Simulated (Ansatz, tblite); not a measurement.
# [Ga(CN)H3]- (CH₃GaN−): charged states by level of theory

One table from this session's results is given with a row withheld; the runs are named, their logs left out.

Program: Ansatz 0.2.0, Gaussian basis. Level of theory: as each input shows. These are calculated values, not measurements.

Levels to be run: charge 0 doublet, at the geometry of the singlet (PBE0-D4/def2-TZVPD, PBE-D4/def2-TZVPD, r2SCAN-D4/def2-TZVPD, CCSD(T)/def2-TZVPPD); the starting singlet's energies come from earlier runs.

## The structure

The singlet was relaxed beforehand with PBE-D4/def2-TZVPD.

6 atoms, charge -1, spin multiplicity 1.

Atoms are counted from 1 here; the program's logs count them from 0.

Bond lengths: Ga1–C2 2.042 Å, Ga1–H4 1.610 Å, Ga1–H5 1.610 Å, Ga1–H6 1.610 Å, C2–N3 1.171 Å. Angles: C2–Ga1–H4 106.1°, C2–Ga1–H5 106.1°, C2–Ga1–H6 106.1°, H4–Ga1–H5 112.6°, H4–Ga1–H6 112.6°, H5–Ga1–H6 112.6°, Ga1–C2–N3 179.8°.

The ion is computed in the gas phase, without counter-ions or solvent.

Set-up of the first run:

in.yaml reads:

```yaml
crystal:
  periodic: [false, false, false]
  atoms:
    - {symbol: Ga, position_ang: [-0.012354, -0.009875, -0.652085]}
    - {symbol: C, position_ang: [0.024322, 0.021097, 1.389446]}
    - {symbol: N, position_ang: [0.048523, 0.038837, 2.559961]}
    - {symbol: H, position_ang: [1.526530, -0.009900, -1.126077]}
    - {symbol: H, position_ang: [-0.799794, 1.319389, -1.105846]}
    - {symbol: H, position_ang: [-0.787228, -1.359538, -1.065400]}
basis:
  gaussian: {orbitals: def2-SVP}
magnetization: {spin_polarized: true, initial_magnetization: 1}
hamiltonian: {xc: pbe0, dispersion: d4}
output: {orbitals: {seedname: orbitals}}
```

The run is started by

```bash
> ansatz run in.yaml --threads 4 --pin off --events-out ev --progress --plain --max-ram 3916MiB
```

Among the steps run: Charge 0 doublet at the fixed geometry, first pass, PBE0-D4/def2-SVP; Charge 0 doublet at the fixed geometry, PBE0-D4/def2-TZVPD; Charge 0 doublet at the fixed geometry, PBE-D4/def2-TZVPD; Charge 0 doublet at the fixed geometry, r2SCAN-D4/def2-TZVPD; Charge 0 doublet at the fixed geometry, CCSD(T)/def2-TZVPPD.

One of the session's tables, all rows but one given; the rest of the session is left out.

It belongs to the step «Vertical ionisation energy». 

```
              method  vertical ionisation energy (eV)
      HF/def2-TZVPPD                             4.92
   PBE-D4/def2-TZVPD                             4.94
r2SCAN-D4/def2-TZVPD                             5.08
  PBE0-D4/def2-TZVPD                                ?
     MP2/def2-TZVPPD                             5.66
    CCSD/def2-TZVPPD                             5.61
 CCSD(T)/def2-TZVPPD                             5.58
```

**Question.** Estimate the row for PBE0-D4/def2-TZVPD.

**Answer.** vertical ionisation energy (eV): 5.27. In the column «vertical ionisation energy (eV)» it lies between r2SCAN-D4/def2-TZVPD (5.08) and CCSD(T)/def2-TZVPPD (5.58).
